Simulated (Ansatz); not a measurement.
# TiAlBr: the cost of one run

Computed with Ansatz 0.2.0 (reference: DFT PBE, plane waves, PAW, scalar-relativistic, no spin polarisation, unless a step's input says otherwise).

## (1) Starting point

Symmetry: Pmmn, No. 59, orthorhombic system. Conventional cell: a = 3.949 Å, b = 3.959 Å, c = 8.389 Å, α = 90.00°, β = 90.00°, γ = 90.00°. Al (site symmetry mm2) is surrounded by 4 Br at 1.98 to 2.26 Å. Br (site symmetry mm2) has 4 Al at 1.98 to 2.26 Å as nearest neighbours. Ti (site symmetry mm2) is surrounded by 2 Al at 2.76 Å and 1 Br at 3.02 Å.

Coordinates:

```
Al Br Ti
1.0
     3.95945    0.00000    0.00000
     0.00000    3.94851    0.00000
     0.00000    0.00000    8.38922
Al Br Ti
2 2 2
Direct
  0.00000 0.50000 0.07000
  0.50000 0.00000 0.93000
  0.00000 0.00000 0.94000
  0.50000 0.50000 0.06000
  0.00000 0.00000 0.30000
  0.50000 0.50000 0.70000
```

## (2) Baseline

Input file input.yaml:

```yaml
crystal:
  lattice:
    - [3.959448, 0.0, 0.0]
    - [0.0, 3.94851, 0.0]
    - [0.0, 0.0, 8.389217]
  atoms:
    - { symbol: Al, position: [0.0, 0.5, 0.07] }
    - { symbol: Al, position: [0.5, 0.0, 0.93] }
    - { symbol: Br, position: [0.0, 0.0, 0.94] }
    - { symbol: Br, position: [0.5, 0.5, 0.06] }
    - { symbol: Ti, position: [0.0, 0.0, 0.3] }
    - { symbol: Ti, position: [0.5, 0.5, 0.7] }
  symmetry: { tolerance: 0.0003 }
kpoints:
  mp_grid: { grid: [5, 5, 2], shift: [0, 0, 0] }
magnetization:
  spin_polarized: false
scf:
  occupations: { method: fermi_dirac, width: 0.0393 }
hamiltonian:
  pseudopotentials: { kind: paw }
  xc: pbe
basis:
  ecutwfc: 420
output:
  forces: true
  stress: true
  eigenvalues: true
  write_density: true
  write_potential: true
  elf: true
  volumetric_format: npy
```

Started as:

```bash
$ ansatz run input.yaml --threads 1 --pin off --max-ram 2560MiB --backend cpu --events-out ev --progress --plain --runs-dir out
```

What time and memory should one allow on 1 thread of Arm Neoverse V1, shared host?

About 7 s, with a peak of 0.38 GiB.
